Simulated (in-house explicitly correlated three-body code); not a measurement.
# Two electrons around a charge of +57.489: exact states and exact Kohn–Sham parts

One table from this session's results is given with a row withheld; the runs are named, their logs left out.

The numbers are computed with in-house explicitly correlated three-body code version 1 (two electrons, non-relativistic, variational in exponentially correlated functions), except any that are marked as measured or tabulated.

## Starting point

- charge of the centre: +57.489
- mass of the centre: infinite
- interactions: Coulomb
- basis: 260 functions exp(−a r1 − b r2 − g r12) a state, exponent ranges optimised
- units: hartree and bohr; relativity and QED are left out

The first run:

Settings:

```ini
Z = 57.489
interaction_strength = 1.0
functions = 260
states_tried = 13
```

Started as:

```console
python run_hyl.py task.json out
```

Among the steps run: Input and results.

One table of the session follows, with a row left open; its other results are not shown here.

It belongs to the step «Levels». 

| state | binding (eV) | excitation (eV) | ⟨r12⟩ (bohr) |
| --- | --- | --- | --- |
| 1 ¹S | 43993.2 | 0 | 0.03836 |
| 2 ³S | 10949.0 | 33044.2 | 0.1099 |
| 2 ³P | 10890.5 | 33102.6 | 0.09473 |
| 2 ¹S | 10882.1 | 33111.1 | 0.1089 |
| 2 ¹P | 10839.4 | 33153.8 | 0.09058 |
| 3 ³S | 4850.56 | 39142.6 | 0.2396 |
| 3 ³P | 4834.28 | 39158.9 | 0.2231 |
| 3 ¹S | 4832.97 | 39160.2 | 0.2401 |
| 3 ¹P | ? | ? | ? |
| 4 ³S | 2724.49 | 41268.7 | 0.4243 |
| 4 ³P | 2717.76 | 41275.4 | 0.4077 |
| 4 ¹S | 2717.36 | 41275.8 | 0.4252 |
| 4 ¹P | 2712.19 | 41281.0 | 0.4082 |

Estimate the missing values for 3 ¹P.

**Answer.** binding (eV): 4820.61; excitation (eV): 39172.6; ⟨r12⟩ (bohr): 0.2228. In the column «binding (eV)» it lies between 4 ³S (2724.49) and 3 ¹S (4832.97).
